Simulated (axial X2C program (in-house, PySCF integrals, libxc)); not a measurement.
**A two-component session on AsS: EOM-IP-CCSD levels**

Aim: EOM-IP-CCSD levels of AsS, with spin–orbit coupling in the Hamiltonian from the start.

Computed with an in-house X2C program for linear molecules on PySCF integrals. Level: two-component X2C with atomic mean-field terms, As dyall-acv3z, S dyall-av3z.

All values are calculated.

**1. Set-up**

task.json reads:

```json
{
 "zs": [
  33,
  16
 ],
 "q": 0,
 "bas": [
  "dyall-acv3z",
  "dyall-av3z"
 ],
 "r0": 2.08,
 "eom": "ip",
 "rq": -1,
 "thr": -2.0,
 "nmax": 95,
 "grid": [
  1,
  0.96,
  1.045,
  0.92,
  1.09,
  1.15
 ]
}
```

Keys: zs atomic numbers; q charge; bas basis sets; r0 starting distance in Å; eom kind of EOM run; thr threshold in hartree for freezing inner shells (an s shell follows its p shell); nmax most natural virtual spinors; grid distances as factors.

Command:

```
$ python soeom.py task.json out
```

Nuclei are Gaussian, cores are contracted, and the Gaunt term is on.

**2. EOM-IP-CCSD at 2.122 Å**

Reference: the closed shell AsS⁻; 12 electrons correlated, 94 virtual spinors; roots sought by Ω: 1/2: 4, 3/2: 3, 5/2: 1.

Output:

```text
two-component X2C + atomic mean field  HF
basis functions 181  fitting functions 982  grid points 5078
iter        total energy     max residual
   1      -2652.682521645     3.11e+00
   2      -2656.911040082     6.38e-02
   3      -2656.939868725     2.89e-02
   4      -2656.947193529     2.63e-03
   5      -2656.947389660     1.10e-03
   6      -2656.947458114     6.32e-04
   7      -2656.947492803     4.39e-04
   8      -2656.947512070     1.72e-04
   9      -2656.947515593     7.07e-05
  10      -2656.947515888     1.58e-05
  11      -2656.947515908     3.79e-06
  12      -2656.947515909     8.40e-07
converged
one-electron -3969.64141560  Coulomb 1289.86688566  exact exchange -107.97848547  xc functional 0.00000000  nuclear repulsion 131.67086115  atomic mean-field constant -0.86536165
correlated 12  virtual 262  natural virtual 94  E(MP2) -0.309586577  MP2 remainder -0.012144543
iter   CCSD correlation   residual
   1     -0.310288048   1.58e-01
   2     -0.320091709   7.64e-02
   3     -0.323863866   4.52e-02
   4     -0.324159245   2.54e-02
   5     -0.324482513   1.26e-02
   6     -0.324502122   5.08e-03
   7     -0.324515761   1.97e-03
   8     -0.324523827   9.50e-04
   9     -0.324509126   4.15e-04
  10     -0.324511766   1.76e-04
  11     -0.324510606   6.56e-05
  12     -0.324511826   2.70e-05
  13     -0.324511873   1.07e-05
  14     -0.324511880   4.22e-06
(T) -0.020880557  T1 0.0282  D1 0.0622  max T2 0.181
EOM-IP-CCSD roots
2*Omega      energy/Eh   energy/eV  one-particle weight
    1       0.05379302      1.4638      0.935
    1       0.16250778      4.4221      0.863
    1       0.18582490      5.0566      0.912
    1       0.24405742      6.6411      0.000
    3       0.14010739      3.8125      0.633
    3       0.16252498      4.4225      0.174
    3       0.26240961      7.1405      0.000
    5       0.22774217      6.1972      0.000
```

T1 in the output is the amplitude norm over the root of the electron number; divide by √2 for the Lee–Taylor value.

```csv
Ω,vertical IE (eV),above lowest (cm⁻¹),spinor,weight
1/2,1.464,0,"50% As pπ, 24% S pπ, 11% As dπ",0.94
3/2,3.813,18940,"68% S pπ, 21% As pπ, 6% As dπ",0.63
1/2,4.422,23860,"60% S pπ, 32% As pπ",0.86
1/2,5.057,28980,"45% S pσ, 38% As pσ, 9% As sσ",0.91
```

It took 15 s on 1 thread of Arm Neoverse N1, shared host; peak memory 0.74 GiB.

**3. EOM-IP-CCSD at 2.037 Å**

```csv
Ω,vertical IE (eV),above lowest (cm⁻¹),spinor,weight
1/2,1.258,0,"49% As pπ, 22% S pπ, 12% As dπ",0.94
1/2,4.663,27460,"60% S pπ, 31% As pπ",0.86
1/2,5.116,31120,"43% S pσ, 37% As pσ, 11% As sσ",0.91
```

Run time: 15 s. Hardware: 1 thread of Arm Neoverse N1, shared host; peak memory 0.78 GiB.

**4. EOM-IP-CCSD at 2.217 Å**

```csv
Ω,vertical IE (eV),above lowest (cm⁻¹),spinor,weight
1/2,1.680,0,"51% As pπ, 27% S pπ, 10% As dπ",0.93
3/2,3.628,15720,"71% S pπ, 19% As pπ",0.80
1/2,4.194,20280,"59% S pπ, 34% As pπ",0.86
1/2,4.972,26550,"48% S pσ, 38% As pσ, 7% As sσ",0.91
```

Wall time 16 s (1 thread of Arm Neoverse N1, shared host); peak memory 0.79 GiB.

**5. EOM-IP-CCSD at 1.952 Å**

```csv
Ω,vertical IE (eV),above lowest (cm⁻¹),spinor,weight
1/2,1.041,0,"48% As pπ, 21% S pπ, 13% As dπ",0.94
3/2,4.564,28410,"64% S pπ, 23% As pπ, 7% As dπ",0.81
1/2,4.942,31460,"59% S pπ, 30% As pπ",0.86
1/2,5.158,33200,"40% S pσ, 37% As pσ, 12% As sσ",0.90
```

Wall time 17 s (1 thread of Arm Neoverse N1, shared host); peak memory 0.79 GiB.

**6. EOM-IP-CCSD at 2.313 Å**

```csv
Ω,vertical IE (eV),above lowest (cm⁻¹),spinor,weight
1/2,1.877,0,"50% As pπ, 31% S pπ, 9% As dπ",0.92
3/2,3.436,12580,"74% S pπ, 17% As pπ",0.85
1/2,4.007,17180,"57% S pπ, 37% As pπ",0.86
1/2,4.872,24160,"49% S pσ, 39% As pσ",0.92
```

It took 17 s on 1 thread of Arm Neoverse N1, shared host; peak memory 0.8 GiB.

**7. EOM-IP-CCSD at 2.440 Å**

```csv
Ω,vertical IE (eV),above lowest (cm⁻¹),spinor,weight
1/2,2.106,0,"46% As pπ, 38% S pπ, 8% As dπ",0.92
3/2,3.210,8900,"78% S pπ, 14% As pπ",0.87
1/2,3.821,13830,"53% S pπ, 43% As pπ",0.85
1/2,4.727,21140,"50% S pσ, 41% As pσ",0.92
```

It took 18 s on 1 thread of Arm Neoverse N1, shared host; peak memory 0.8 GiB.

**8. Curves of the states**

Energies in eV from the lowest point of the lowest state; states are followed by energy order within each Ω.

```csv
R (Å),(1)Ω=1/2,(2)Ω=1/2,(3)Ω=1/2
1.952,0.0815,3.9827,4.1981
2.037,0.0000,3.4049,3.8579
2.122,0.1125,3.0708,3.7053
2.217,0.3907,2.9050,3.6827
2.313,0.7662,2.8967,3.7618
2.440,1.3378,3.0520,3.9587
```

Constants where the minimum is well bracketed (masses 74.922 and 31.972 u):

```csv
state,Te (cm⁻¹),Re (Å),ωe (cm⁻¹)
(1)Ω=1/2,0,2.025,584
(3)Ω=1/2,29670,2.186,394
```

**9. Results**

| quantity | value |
| --- | --- |
| lowest root at 2.122 Å | Ω = 1/2, 1.464 eV |
| next root led by one particle | Ω = 3/2, about 18940 cm⁻¹ higher |
| T1 of the reference | 0.020 |
| lowest state, Re and ωe | 2.025 Å, 584 cm⁻¹ |

In words: Removing an electron from the reference determinant of AsS⁻ costs 1.46 eV and empties a spinor of 50% As pπ, 24% S pπ, 11% As dπ. The closed-shell reference lies 0.49 eV above the lowest determinant found, so these energies count from an excited configuration. Errors of 0.1 to 0.3 eV are usual at this size, and roots led by higher excitations are left out, so the list is incomplete, and low states of that kind can be missing. T1 or the largest double amplitude of the reference is raised, which lowers the reliability. The bond is 0.105 Å shorter than in the closed-shell reference at CCSD (2.130 Å).
